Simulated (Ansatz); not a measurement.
**GeAsH5+ (doublet): wave-function methods side by side, cc-pVDZ**

The task here is to estimate one member of a computed series from the others.

Method: cc-pVDZ, core rule «outside noble gas», up to 28 orbitals frozen; program: Ansatz 0.2.0, Gaussian basis.

To be run: UHF; CCSD(T) on ROHF; CCSD(T) on UHF; BCCD(T) on ROHF; CISD; CCSDT(Q) on ROHF; CCSDT(Q) on UHF.

6 further runs of the same task are left out: 6 set aside as unsound or not needed.

### The system

The geometry is a PBE0/def2-TZVP stationary point (not a proven minimum) of the parent state, kept for this charge and spin. No spin-orbit coupling is included. The filled d shell of Ge, As may be among the frozen orbitals whatever the setting's name suggests; the logs give the count.

7 atoms, charge 1, spin multiplicity 2.

Atoms are counted from 1 here; the program's logs count them from 0.

Bond lengths: Ge1–As2 2.414 Å, Ge1–H3 1.535 Å, Ge1–H4 1.537 Å, Ge1–H5 1.537 Å, As2–H6 1.679 Å, As2–H7 1.670 Å. Angles: As2–Ge1–H3 109.9°, As2–Ge1–H4 109.1°, As2–Ge1–H5 109.1°, H3–Ge1–H4 110.0°, H3–Ge1–H5 110.0°, H4–Ge1–H5 108.9°, Ge1–As2–H6 94.6°, Ge1–As2–H7 91.6°, H6–As2–H7 173.7°.

The first run:

File in.yaml:

```yaml
crystal:
  periodic: [false, false, false]
  atoms:
    - {symbol: Ge, position_ang: [0.000000, 0.002482, 1.208209]}
    - {symbol: As, position_ang: [0.000000, -0.002052, -1.205799]}
    - {symbol: H, position_ang: [0.000000, 1.446730, 1.727162]}
    - {symbol: H, position_ang: [-1.250506, -0.736399, 1.711615]}
    - {symbol: H, position_ang: [1.250506, -0.736399, 1.711615]}
    - {symbol: H, position_ang: [0.000000, 1.671226, -1.344022]}
    - {symbol: H, position_ang: [0.000000, -1.671527, -1.250582]}
basis:
  gaussian: {orbitals: cc-pVDZ}
total_charge: 1
magnetization: {spin_polarized: true, initial_magnetization: 1}
hamiltonian: {xc: hf}
output: {orbitals: {seedname: orbitals}}
```

On the command line:

```
$ ansatz run in.yaml --threads 1 --pin off --events-out ev --progress --plain --max-ram 4096MiB --backend cpu
```

Steps of the session up to this table: UHF; CCSD(T) on ROHF; CCSD(T) on UHF; BCCD(T) on ROHF; CISD; CCSDT(Q) on ROHF; CCSDT(Q) on UHF.

One table of the session follows, with a row left open; its other results are not shown here.

| method | from UCCSDT(Q) (meV) |
| --- | --- |
| ROHF | +7137.8 |
| UHF | +6927.0 |
| RMP2 | +1576.7 |
| UMP2 | +1647.0 |
| CISD | +953.6 |
| RCCSD | +245.3 |
| UCCSD | +240.3 |
| RCCSD(T) | +52.4 |
| UCCSD(T) | +52.2 |
| BCCD(T) | +52.2 |
| RCCSDT | +13.4 |
| UCCSDT | ? |
| RCCSDT(Q) | +3.4 |
| UCCSDT(Q) | 0 |

Estimate the missing values for UCCSDT.

**Answer.** from UCCSDT(Q) (meV): +10.1. In the column «from UCCSDT(Q) (meV)» it lies between RCCSDT(Q) (+3.4) and RCCSDT (+13.4).

Limits of these values: Restricted and unrestricted rows rest on different reference determinants; where their highest levels disagree by more than a few hundredths of an eV, they describe different states and don't form one ladder.
